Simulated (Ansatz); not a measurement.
# MgB2: the cost of one run

Method: DFT PBE, scalar-relativistic, plane waves, PAW, in Ansatz 0.2.0.

2 further runs of the same task are left out: 2 set aside as unsound or not needed.

### Step 1. The starting structure

The structure is hexagonal, space group P6/mmm (No. 191). The conventional cell has a = 3.075 Å, b = 3.075 Å, c = 3.526 Å, α = 90.00°, β = 90.00°, γ = 120.00°. Around Mg (site symmetry 6/mmm) lie 12 B at 2.50 Å. Around B (site symmetry -6m2) lie 3 B at 1.78 Å and 6 Mg at 2.50 Å.

Structure file:

```cif
data_structure
_symmetry_space_group_name_H-M 'P6/mmm'
_symmetry_Int_Tables_number 191
_cell_length_a 3.0755
_cell_length_b 3.0755
_cell_length_c 3.5259
_cell_angle_alpha 90.000
_cell_angle_beta 90.000
_cell_angle_gamma 120.000
_cell_volume 28.88
loop_
_atom_site_label
_atom_site_type_symbol
_atom_site_symmetry_multiplicity
_atom_site_Wyckoff_symbol
_atom_site_fract_x
_atom_site_fract_y
_atom_site_fract_z
_atom_site_occupancy
Mg1 Mg 1 a 0.00000 0.00000 0.00000 1
B1 B 2 d 0.33333 0.66667 0.50000 1
```

This cell was relaxed beforehand with the same method: volume 9.63 Å³/atom, gap on the mesh none (metal).

### Step 2. Linear response at Γ

input.yaml reads:

```yaml
crystal:
  lattice:
    - [3.0754729966, 0.0, 0.0]
    - [-1.5377364983, 2.6634377437, 0.0]
    - [0.0, 0.0, 3.5258527696]
  atoms:
    - { symbol: Mg, position: [0.0, 0.0, 0.0] }
    - { symbol: B, position: [0.3333333333, 0.6666666667, 0.5] }
    - { symbol: B, position: [0.6666666667, 0.3333333333, 0.5] }
basis:
  ecutwfc: 420
kpoints:
  mp_grid: { grid: [15, 15, 12] }
hamiltonian:
  xc: pbe
scf:
  occupations: { method: fermi_dirac, width: 0.15 }
output:
  eigenvalues: true
phonons:
  method: dfpt
  eigenvectors: true
```

Started as:

```bash
$ ansatz run input.yaml --threads 1 --pin off --max-ram 2560MiB --backend cpu --events-out ev --progress --plain --runs-dir out
```

Q: Estimate wall time and peak memory on 1 thread of Intel Xeon Platinum 8559C (Emerald Rapids), shared host.

About 30 s, with a peak of 0.78 GiB.
